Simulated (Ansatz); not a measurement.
# Lu2C: one contact scaled

One table from this session's results is given with a row withheld; the runs are named, their logs left out.

Program: Ansatz 0.2.0. Level of theory: DFT PBEsol, with the methods named in each step. These are calculated values, not measurements.

1 further run of the same task is left out (it didn't finish). Runs told in other sessions of the task aren't counted.

## Starting point

It takes space group R-3m (No. 166, trigonal). Conventional cell: a = 3.495 Å, b = 3.495 Å, c = 17.513 Å, α = 90.00°, β = 90.00°, γ = 120.00°. Around Lu (site symmetry 3m) lie 3 C at 2.40 Å. C (site symmetry -3m) has 6 Lu at 2.40 Å in its first shell of neighbours.

As a file:

```cif
data_structure
_symmetry_space_group_name_H-M 'P 1'
_symmetry_Int_Tables_number 1
_cell_length_a 6.1765
_cell_length_b 6.1765
_cell_length_c 6.1765
_cell_angle_alpha 32.865
_cell_angle_beta 32.865
_cell_angle_gamma 32.865
_cell_volume 61.74
loop_
_atom_site_label
_atom_site_type_symbol
_atom_site_fract_x
_atom_site_fract_y
_atom_site_fract_z
_atom_site_occupancy
Lu1 Lu 0.24083 0.24083 0.24083 1
Lu2 Lu 0.75917 0.75917 0.75917 1
C1 C 0.50000 0.50000 0.50000 1
```

Atoms are numbered in the order of the input: Lu1, Lu2, C3.

The first run:

Contents of input.yaml:

```yaml
crystal:
  lattice:
    - [1.7472529933, 1.008776986, 5.837680867]
    - [-1.7472529933, 1.008776986, 5.837680867]
    - [0.0, -2.017553972, 5.837680867]
  atoms:
    - { symbol: Lu, position: [0.24082723, 0.24082723, 0.24082723] }
    - { symbol: Lu, position: [0.75917277, 0.75917277, 0.75917277] }
    - { symbol: C, position: [0.5, 0.5, 0.5] }
kpoints:
  mp_grid: { grid: [10, 10, 10] }
scf:
  occupations: { method: fermi_dirac, width: 0.05 }
hamiltonian:
  xc: pbesol
  pseudopotentials: { kind: all_electron, lapw: { basis_error: 0.001 } }
output:
  forces: true
  stress: true
  eigenvalues: true
  populations: true
```

Run with:

```
ansatz run input.yaml --threads 1 --pin off --max-ram 3072MiB --backend cpu --events-out ev --progress --plain --runs-dir out
```

Steps of the session up to this table: The bond as given, LAPW; Shortest bond scaled by 1, crystal datasets; Shortest bond scaled by 1.1, LAPW; Shortest bond scaled by 1.1, norm-conserving; Shortest bond scaled by 0.88, LAPW; Shortest bond scaled by 0.88, crystal datasets; Shortest bond scaled by 0.82, LAPW; Shortest bond scaled by 0.82, norm-conserving; Shortest bond scaled by 0.58, norm-conserving.

One of the session's tables, all rows but one given; the rest of the session is left out.

```
             method  length (Å)  force along the bond (eV/Å)  pressure (GPa)  largest force (eV/Å)
               LAPW       1.968                            ?               ?                     ?
               LAPW       2.112                        2.513            1.14                 2.659
               LAPW       2.399                       -0.018           -2.54                 0.066
               LAPW       2.639                       -0.677           -3.21                 0.773
                PAW       1.392                       39.683           43.45                40.264
                PAW       1.968                        5.312            5.19                 5.562
                PAW       2.112                        2.517            1.13                 2.663
                PAW       2.399                       -0.018           -2.55                 0.066
                PAW       2.639                       -0.679           -3.22                 0.774
PAW (cutoff 600 eV)       1.392                       39.604           43.35                40.185
   crystal datasets       2.112                        2.513            1.14                 2.660
   crystal datasets       2.399                       -0.018           -2.54                 0.066
    norm-conserving       1.392                       38.510           41.90                39.075
    norm-conserving       1.968                        5.282            5.01                 5.527
    norm-conserving       2.639                       -0.678           -3.31                 0.782
```

**Question.** Estimate the row for LAPW, 1.968.

The run gave: force along the bond (eV/Å): 5.302; pressure (GPa): 5.19; largest force (eV/Å): 5.552. In the column «force along the bond (eV/Å)» it lies between norm-conserving, 1.968 (5.282) and PAW, 1.968 (5.312).

Caveats from the session: Rows by PAW come from runs of the same series that aren't printed here. Warnings in the runs' records: gradients without spin orbit, crystal datasets made, printed levels off, band levels unverified.
